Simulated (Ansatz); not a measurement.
# HfIn4SiO6 (C2/m) in Ansatz: relaxation of cell and atoms with PBEsol

Aim: the relaxation of cell and atoms of HfIn4SiO6 with PBEsol.

Everything below comes from runs of Ansatz 0.2.0. Logs are shortened: lines on timing, memory, paths and dates and some standing lists are left out, and cuts for length are marked.

## 1. Starting point

It takes space group C2/m (No. 12, monoclinic). Conventional cell: a = 4.828 Å, b = 16.243 Å, c = 4.833 Å, α = 90.00°, β = 101.89°, γ = 90.00°. Around Hf (site symmetry 2/m) lie 6 O at 2.03 to 2.13 Å. In (site symmetry 2) is surrounded by 2 O at 2.31 Å. Around In (site symmetry 2) lie 2 O at 2.30 Å. Around Si (site symmetry 2/m) lie 6 O at 1.72 to 1.89 Å. Around O (site symmetry m) lie 1 Si at 1.72 Å. Around O (site symmetry 1) lie 1 Si at 1.89 Å and 1 Hf at 2.13 Å.

The cell was built by a generator and needn't be a form met in nature.

## 2. Relaxation of cell and atoms, PBEsol

input.yaml

```yaml
crystal:
  lattice:
    - [2.41414, -8.12134, -8.0e-05]
    - [2.41414, 8.12134, -8.0e-05]
    - [-0.99593, 0.0, 4.72934]
  atoms:
    - { symbol: Hf, position: [0.0, 0.0, 0.0] }
    - { symbol: In, position: [0.66331, 0.33669, 0.0] }
    - { symbol: In, position: [0.16209, 0.83791, 0.5] }
    - { symbol: In, position: [0.33669, 0.66331, 0.0] }
    - { symbol: In, position: [0.83791, 0.16209, 0.5] }
    - { symbol: Si, position: [0.5, 0.5, 0.5] }
    - { symbol: O, position: [0.7303, 0.7303, 0.27048] }
    - { symbol: O, position: [0.2697, 0.2697, 0.72952] }
    - { symbol: O, position: [0.19567, 0.35702, 0.2761] }
    - { symbol: O, position: [0.64298, 0.80433, 0.7239] }
    - { symbol: O, position: [0.80433, 0.64298, 0.7239] }
    - { symbol: O, position: [0.35702, 0.19567, 0.2761] }
hamiltonian:
  xc: pbesol
  pseudopotentials: { kind: paw }
kpoints:
  mp_grid: { grid: [4, 4, 4] }
scf:
  occupations: { method: fermi_dirac, width: 0.05 }
output:
  forces: true
  stress: true
  eigenvalues: true
relax:
  f_tol: 0.01
  max_steps: 40
  cell: { stress_tol: 0.05 }
```

Potentials or basis: Ansatz PAW.

Started as:

```bash
> ansatz run input.yaml --threads 8 --pin off --max-ram 20480MiB --backend cpu --events-out ev --progress --plain --runs-dir out
```

Standard output:

```text
Warning: RAYON_NUM_THREADS=8 ignored (pool sized by the plan → 8); use --threads N
Engine: ansatz 0.2.0, aarch64-unknown-linux-gnu
Pseudopotentials: kind: paw
Pseudopotential: Hf, paw, valence charge 26, recommended cutoff 420 eV (normal), Hf.paw.azcp
Pseudopotential: In, paw, valence charge 13, recommended cutoff 420 eV (normal), In.paw.azcp
Pseudopotential: Si, paw, valence charge 4, recommended cutoff 420 eV (normal), Si.paw.azcp
Pseudopotential: O, paw, valence charge 6, recommended cutoff 420 eV (normal), O.paw.azcp
Functional definition: PBEsol
  exchange = pbesol_x
  correlation = pbesol_c
Crystal: 12 atoms, lattice volume = 185.446 Å³
Basis set: ecut = 420 eV, 3603 PW (Γ), exchange–correlation on 120×120×72 points (8 copies of the dense FFT grid, shifted against one another)
Bands: 71, of which v1, the nominal top of the filled ones, is band 59 counted from 1 (58 counted from 0)
Symmetry: 4 space group operations
Space group: C2/m (ITA 12), of the structure as read, at distance tolerance 5.7e-5 Å
k-points: 24 of 64
Non-local potential: Hf, projectors of the file, l = 0: 3, l = 1: 2, l = 2: 2, l = 3: 3
Non-local potential: In, projectors of the file, l = 0: 2, l = 1: 2, l = 2: 2, l = 3: 2
Non-local potential: Si, projectors of the file, l = 0: 2, l = 1: 2, l = 2: 2
Non-local potential: O, projectors of the file, l = 0: 2, l = 1: 2, l = 2: 1
PAW form: soft (Blöchl's): semilocal exchange-correlation on the pseudo side does not see the compensation charge
PAW frozen core: Hf, regenerated for the run's functional, and the local potential with it (the file was generated under x = pbe(κ = 0.804, μ = 0.2195149727645171), c = pbe(β = 0.06672455060314922))
[... 175 lines left out ...]
  max |Σ_I F_I| component: 0.00e0 eV/Å
--- Stress (GPa, compression-positive) ---
        0.002028       0.000000      -0.009412
        0.000000      -0.021950       0.000000
       -0.009411       0.000000      -0.002936
  P = ⅓ Tr σ = -0.0076 GPa (-0.076 kbar)
--- Band table (eV; the first three rows and the last of 24) ---
  k-point 0: bands = ["-50.9878", "-19.9390", "-19.9159", "-19.8371", "-9.6572", "-8.0231", "-7.8356", "-7.8295", "-7.0906", "-6.9286", "-3.6086", "-3.5892", "-3.4222", "-3.4173", "-3.3869", "-3.3812", "-3.3591", "-3.3120", "-3.2737", "-3.2484", "-3.1525", "-3.1475", "-3.1018", "-3.0638", "-3.0555", "-3.0365", "-3.0047", "-2.9898", "-2.9133", "-2.9084", "-0.8588", "-0.8536", "-0.8322", "-0.8059", "-0.7985", "-0.7542", "-0.7481", "1.4677", "3.5914", "3.9219", "4.5574", "4.6518", "5.0523", "5.5652", "5.6340", "5.8006", "6.3101", "6.3845", "6.4788", "6.7201", "7.0163", "7.4953", "7.7979", "7.9893", "8.4508", "9.4445", "10.3252", "10.4747", "11.1036", "11.5201", "11.5880", "11.8583", "13.8849", "15.2008", "15.3613", "15.4903", "15.5865", "16.2240", "16.5970", "16.8548", "17.2418"]
  k-point 1: bands = ["-50.9878", "-19.9384", "-19.9193", "-19.8402", "-9.4257", "-8.1907", "-8.0726", "-7.6491", "-7.3456", "-6.7243", "-3.5152", "-3.4942", "-3.3662", "-3.3646", "-3.3544", "-3.3421", "-3.3259", "-3.2585", "-3.2450", "-3.2307", "-3.1780", "-3.1646", "-3.1400", "-3.1198", "-3.1018", "-3.0922", "-3.0851", "-3.0728", "-2.9633", "-2.9464", "-0.8670", "-0.8507", "-0.8314", "-0.8000", "-0.7964", "-0.7675", "-0.7503", "1.8993", "3.6032", "4.2470", "4.4455", "4.4736", "4.7778", "4.8105", "5.2055", "5.9762", "6.2371", "6.5061", "6.5703", "7.2863", "7.2882", "7.7507", "7.8135", "8.0726", "8.0870", "8.9584", "9.3108", "10.1322", "10.4995", "12.6067", "12.7473", "13.4553", "14.2835", "14.4312", "14.7133", "15.0320", "15.1772", "15.7680", "17.0555", "17.4285", "17.4544"]
  k-point 2: bands = ["-50.9878", "-19.9377", "-19.9232", "-19.8428", "-9.0368", "-8.4560", "-8.2824", "-7.5395", "-7.5383", "-6.5960", "-3.3323", "-3.3305", "-3.3121", "-3.3121", "-3.2758", "-3.2678", "-3.2472", "-3.2375", "-3.2317", "-3.2252", "-3.2134", "-3.2127", "-3.1983", "-3.1836", "-3.1829", "-3.1701", "-3.1183", "-3.1094", "-3.0948", "-3.0916", "-0.8770", "-0.8483", "-0.8286", "-0.7989", "-0.7879", "-0.7763", "-0.7512", "2.5880", "3.3567", "3.9031", "4.1483", "4.5132", "4.8593", "5.0436", "5.2888", "5.5801", "6.1934", "6.2431", "6.3577", "7.2532", "7.3596", "7.8362", "7.8641", "8.2948", "8.5174", "8.7278", "8.8837", "10.0731", "10.1200", "13.3370", "13.6934", "13.7446", "13.9917", "14.4611", "14.5286", "15.1929", "15.4821", "15.8086", "16.8563", "16.9980", "17.5173"]
  k-point 23: bands = ["-50.9878", "-19.9377", "-19.9232", "-19.8428", "-9.0361", "-8.4555", "-8.2833", "-7.5396", "-7.5386", "-6.5963", "-3.3320", "-3.3290", "-3.3099", "-3.3060", "-3.2708", "-3.2700", "-3.2463", "-3.2310", "-3.2211", "-3.2190", "-3.2079", "-3.2068", "-3.1986", "-3.1982", "-3.1887", "-3.1853", "-3.1537", "-3.1118", "-3.1056", "-3.0607", "-0.8771", "-0.8487", "-0.8286", "-0.7989", "-0.7884", "-0.7763", "-0.7509", "2.6886", "3.6867", "3.9014", "4.0034", "4.0548", "4.6399", "5.1774", "5.4189", "5.8788", "5.9380", "6.0354", "6.2329", "7.4842", "7.4910", "8.0143", "8.3587", "8.4264", "8.4522", "8.5942", "8.7619", "9.5923", "9.8847", "13.3069", "13.9251", "14.0912", "14.4428", "14.5750", "14.8250", "14.8322", "15.3533", "15.5616", "16.8107", "17.3052", "17.3627"]
--- Relaxed structure (8 steps of the walk, 7 accepted, 2 SCFs on fresh bases) ---
  F+E_penalty+E_count = -41693.36967850 eV   max|allowed force component| = 1.488e-3 eV/Å   (the final SCF, on the basis selected at the relaxed cell)
  cell:  # Å, volume = 176.9319 Å³
    - [2.3869857912760795, -7.94920889878819, -0.017525317277117352]
    - [2.3869857912760795, 7.94920889878819, -0.0175253172771174]
    - [-1.0189054316842263, -1.3219784185358197e-17, 4.669803384868902]
  atoms:
    - { symbol: Hf, position: [-1.6611017844912962e-19, 1.732033488424244e-19, 1.7193885487202727e-20] }
    - { symbol: In, position: [0.6636904125126039, 0.33630958748739603, -8.673617379884035e-19] }
    - { symbol: In, position: [0.16255460881253336, 0.8374453911874664, 0.49999999999999994] }
    - { symbol: In, position: [0.33630958748739603, 0.6636904125126039, -4.336808689942018e-19] }
    - { symbol: In, position: [0.8374453911874664, 0.16255460881253336, 0.49999999999999994] }
    - { symbol: Si, position: [0.4999999999999999, 0.4999999999999999, 0.49999999999999994] }
    - { symbol: O, position: [0.7306579217006437, 0.7306579217006437, 0.2697956954795163] }
    - { symbol: O, position: [0.26934207829935614, 0.26934207829935614, 0.7302043045204836] }
    - { symbol: O, position: [0.19486255902058472, 0.35889097878336684, 0.27700225221317504] }
    - { symbol: O, position: [0.641109021216633, 0.805137440979415, 0.7229977477868248] }
    - { symbol: O, position: [0.805137440979415, 0.641109021216633, 0.7229977477868248] }
    - { symbol: O, position: [0.35889097878336684, 0.19486255902058472, 0.27700225221317504] }
```

Run time: 35 s. Hardware: 8 threads of Arm Neoverse V2, shared host; peak memory 1.1 GiB.

What came out:

```yaml
Free_energy: -41693.3697 eV
Relaxed_volume: 14.74 Å³/atom
Relaxed_cell: a = 8.300 Å, b = 8.300 Å, c = 4.780 Å, α = 93.63°, β = 93.63°, γ = 146.57°
Space_group_after_relaxing_to_0.05_Å: C2/m (No. 12)
Energy_gained_by_relaxing: 9.8 meV/atom
Ionic_steps: 9
Pressure_after_relaxing: 0.0 GPa
Band_gap_on_the_k_mesh: 0.42 eV, direct
```

Step by step:
```tsv
step	energy change (eV)	largest force (eV/Å)	volume (Å³)
1	0.0000	0.2983	185.45
2	-0.1178	0.3139	174.26
3	-0.1233	0.1571	179.25
4	-0.1316	0.0246	178.51
5	-0.1356	0.0089	177.59
6	-0.1359	0.0041	177.52
7	-0.1168	0.0041	177.52
8	-0.1190	0.0014	176.93
9	-0.1173	0.0015	176.93
```

Final structure:
```
Hf In Si O
1.0
     2.38699   -7.94921   -0.01753
     2.38699    7.94921   -0.01753
    -1.01891    0.00000    4.66980
Hf In Si O
1 4 1 6
Direct
  0.00000 0.00000 0.00000
  0.66369 0.33631 0.00000
  0.16255 0.83745 0.50000
  0.33631 0.66369 0.00000
  0.83745 0.16255 0.50000
  0.50000 0.50000 0.50000
  0.73066 0.73066 0.26980
  0.26934 0.26934 0.73020
  0.19486 0.35889 0.27700
  0.64111 0.80514 0.72300
  0.80514 0.64111 0.72300
  0.35889 0.19486 0.27700
```

Caveat: the plane-wave basis is chosen anew once the cell has moved, so the energies of steps on either side of that aren't comparable; the pressure holds a Pulay correction of +0.5 GPa for the finite cutoff; spin-orbit coupling is left out, which moves the levels of the heavy elements; the PAW data sets come from PBE, with cores solved anew for the run's functional, which leaves a small shift of forces and pressure.
